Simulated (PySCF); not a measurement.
# F6Mn ([MnF6]2-): the cost of one run

Computed with PySCF 2.14.0 and routines of our own; the level stands in each step. Atoms count from 0.

## 1. The starting structure

7 atoms, charge -2, states of the metal's open shell are computed; geometry from: model start, shaken.

## 2. Optimising the geometry at PBE0-D3(BJ)/def2-SVP

The job: settings as JSON, then the geometry in Å.

```
{"job": {"xc": "PBE0", "basis": "def2-SVP", "d3": "d3bj", "grid": 1, "maxiter": 45, "solvent": "water", "kind": "geom"}, "charge": -2, "metal": "Mn", "open_shell": "d3"}
Mn     0.000020     0.004480    -0.004110
F     -0.013360    -0.006820     1.815130
F      0.000900     0.020100    -1.837380
F      1.820690     0.007350     0.005350
F     -1.828420    -0.013960    -0.000440
F      0.010430     1.809840    -0.006860
F     -0.028520    -1.849340    -0.027630
```

The run is started by

```bash
> OMP_NUM_THREADS=1 python lf_run.py task.json out
```

One launch serves the whole session: the jobs run in the order shown.

**Question.** How long does this first job take on 1 thread of Arm Neoverse V1, shared host, and how much memory does it need?

About 1.9 min, with a peak of 0.75 GiB.
